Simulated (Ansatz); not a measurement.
**C₃H₈SSi: a ladder of functionals and wavefunction methods**

One table from this session's results is given with a row withheld; the runs are named, their logs left out.

Program: Ansatz 0.2.0, Gaussian basis. Level of theory: functionals in def2-TZVPP, the program's frozen cores in correlated methods. These are calculated values, not measurements.

The runs, in order: LDA (SPW92), PBE-D4, revPBE-D4, BLYP-D4, r2SCAN-D4, B97M-V, PBE0-D4, B3LYP-D4, r2SCANh-D4, r2SCAN0-D4, HSE06-D4, BHLYP-D4, CAM-B3LYP-D4, LC-ωPBE, ωB97X-V, ωB97M-V, B2PLYP, PBE-QIDH; CCSD(T)/def2-SVP; CCSD(T)/def2-TZVPP; MP2/def2-QZVPP; extrapolation to the limit; RPA on PBE.

## The relaxed structure

The geometry comes from an earlier relaxation with PBE0-D4 in a triple-zeta def2 set; it is a stationary point, not always the lowest conformer.

SMILES `CS[SiH]1CC1`, 13 atoms, charge 0, spin multiplicity 1.

Atoms are counted from 1 here; the program's logs count them from 0.

Bond lengths: C1–S2 1.819 Å, C1–H6 1.089 Å, C1–H7 1.090 Å, C1–H8 1.090 Å, S2–Si3 2.109 Å, Si3–C4 1.841 Å, Si3–C5 1.846 Å, Si3–H9 1.480 Å, C4–C5 1.547 Å, C4–H10 1.085 Å, C4–H11 1.085 Å, C5–H12 1.085 Å, C5–H13 1.086 Å. Angles: S2–C1–H6 110.9°, S2–C1–H7 111.2°, S2–C1–H8 106.6°, H6–C1–H7 110.1°, H6–C1–H8 109.2°, H7–C1–H8 108.8°, C1–S2–Si3 100.4°, S2–Si3–C4 117.7°, S2–Si3–C5 120.4°, S2–Si3–H9 115.6°, C4–Si3–C5 49.6°, C4–Si3–H9 119.4°, C5–Si3–H9 118.2°, Si3–C4–C5 65.4°, Si3–C4–H10 119.3°, Si3–C4–H11 119.0°, C5–C4–H10 116.5°, C5–C4–H11 116.0° and more.

Set-up of the first run:

File in.yaml:

```yaml
crystal:
  periodic: [false, false, false]
  atoms:
    - {symbol: C, position_ang: [-1.439946, 1.002240, 1.846722]}
    - {symbol: S, position_ang: [0.347676, 0.739187, 1.637336]}
    - {symbol: Si, position_ang: [0.342129, -0.714833, 0.110030]}
    - {symbol: C, position_ang: [1.670819, -0.625044, -1.161197]}
    - {symbol: C, position_ang: [0.267901, -0.208192, -1.663509]}
    - {symbol: H, position_ang: [-1.885072, 1.394235, 0.933067]}
    - {symbol: H, position_ang: [-1.941439, 0.080889, 2.141845]}
    - {symbol: H, position_ang: [-1.555214, 1.735417, 2.644889]}
    - {symbol: H, position_ang: [-0.217211, -2.032895, 0.485192]}
    - {symbol: H, position_ang: [2.077352, -1.544633, -1.569416]}
    - {symbol: H, position_ang: [2.408335, 0.167829, -1.095509]}
    - {symbol: H, position_ang: [0.144509, 0.841467, -1.908872]}
    - {symbol: H, position_ang: [-0.199439, -0.870468, -2.385778]}
basis:
  gaussian: {orbitals: def2-TZVPP}
hamiltonian: {xc: lda}
output: {orbitals: {seedname: orbitals}}
```

Command:

```sh
ansatz run in.yaml --threads 4 --pin off --events-out ev --progress --plain --max-ram 10444MiB
```

Among the steps run: LDA; PBE-D4 (GGA); revPBE-D4 (GGA); BLYP-D4 (GGA); r2SCAN-D4 (meta-GGA); B97M-V (meta-GGA); PBE0-D4 (hybrid); B3LYP-D4 (hybrid); r2SCANh-D4 (hybrid); r2SCAN0-D4 (hybrid); HSE06-D4 (hybrid); BHLYP-D4 (hybrid); CAM-B3LYP-D4 (range-separated); LC-ωPBE (range-separated); ωB97X-V (range-separated); ωB97M-V (range-separated); B2PLYP (double hybrid); PBE-QIDH (double hybrid).

One of the session's tables, all rows but one given; the rest of the session is left out.

It belongs to the step «Orbital energies across the functionals». 

| functional | HOMO (eV) | gap (eV) |
| --- | --- | --- |
| LDA (SPW92) | -5.63 | 4.54 |
| PBE-D4 | ? | ? |
| revPBE-D4 | -5.47 | 4.65 |
| BLYP-D4 | -5.37 | 4.58 |
| r2SCAN-D4 | -5.73 | 5.11 |
| B97M-V | -5.81 | 5.07 |
| PBE0-D4 | -6.66 | 6.61 |
| B3LYP-D4 | -6.45 | 6.17 |
| r2SCANh-D4 | -6.16 | 5.83 |
| r2SCAN0-D4 | -6.79 | 6.92 |
| HSE06-D4 | -6.26 | 5.84 |
| BHLYP-D4 | -7.68 | 8.49 |
| CAM-B3LYP-D4 | -7.96 | 8.90 |
| LC-ωPBE | -9.30 | 11.40 |
| ωB97X-V | -8.95 | 10.90 |
| ωB97M-V | -8.80 | 10.49 |

**Question.** Estimate the row for PBE-D4.

The run gave: HOMO (eV): -5.52; gap (eV): 4.62. In the column «HOMO (eV)» it lies between LDA (SPW92) (-5.63) and revPBE-D4 (-5.47).
